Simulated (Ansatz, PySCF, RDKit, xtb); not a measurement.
# Isomers of C6H4N2O, a sample narrowed down

A sample of isomers of C6H4N2O is drawn. Aim: find which of them has the lowest free energy at 298.15 K, then its properties. The sample is small against all isomers, and the most stable one of this formula need not be in it.

Plan: many cheap relaxations first (GFN2-xTB), then density-functional screening, relaxation at PBE0-D3(BJ)/def2-SVP, vibrations (at GFN2-xTB) and a final energy. The numbers are computed, not measured.

## (1) Possible bonding patterns

Isomers were taken from a list of plausible structures; this is a sample, not all of them. That gives 4 candidates.

```
label                SMILES     spin
 c185     N#CC1=CN=C/C1=C\O  singlet
 c385  N#CC1=CN=C[C@@H]1C=O  singlet
 c652      N#Cc1c[nH]cc1C=O  singlet
 c739     N#CC1=CN=C/C1=C/O  singlet
```

Candidates are built by distance geometry, with a force field where one applies, in up to four conformers (letters a to d).

Q: Predict the outcome of this search (final energies at CCSD(T)/def2-SVP + MP2/def2-TZVPP - MP2/def2-SVP).

| quantity | value |
| --- | --- |
| lowest structure found | N#Cc1c[nH]cc1C=O, singlet |
| next finalist | N#CC1=CN=C/C1=C\O, singlet, 20.6 kcal/mol higher in G |
| share at equilibrium, among the finalists | 100.0 % |
| dipole moment (PBE0/def2-SVPD) | 6.83 D |
| HOMO energy (PBE0/def2-SVPD) | -7.54 eV |
| LUMO energy (PBE0/def2-SVPD) | -1.84 eV |
| HOMO–LUMO gap (PBE0/def2-SVPD) | 5.70 eV |
| lowest excitation (TD-PBE0/def2-SVPD) | 3.83 eV (f = 0.000) |
| strongest of the states computed, same level | 6.52 eV (f = 0.277) |
| lowest triplet excitation, same level, Tamm-Dancoff | 3.27 eV |
| vertical ionisation energy | 9.36 eV |
| vertical electron affinity | 0.04 eV |
| vertical triplet less singlet | +3.28 eV |

The search ends on `N#Cc1c[nH]cc1C=O`. The margin of 20.6 kcal/mol over the next finalist is beyond the usual error of the last level; it says nothing of structures that weren't ranked. GFN2-xTB, HF/STO-3G, r2SCAN-D4/def2-SVP, PBE0-D3(BJ)/def2-SVP, HF/def2-SVP and MP2/def2-SVP already put its bonding pattern lowest among the structures in one piece. Lowest found is not proven lowest: the search is finite, and each finalist counts with one conformer. Only 4 drawn patterns were tried, so whole families of isomers are missing, and the result ranks this sample alone.
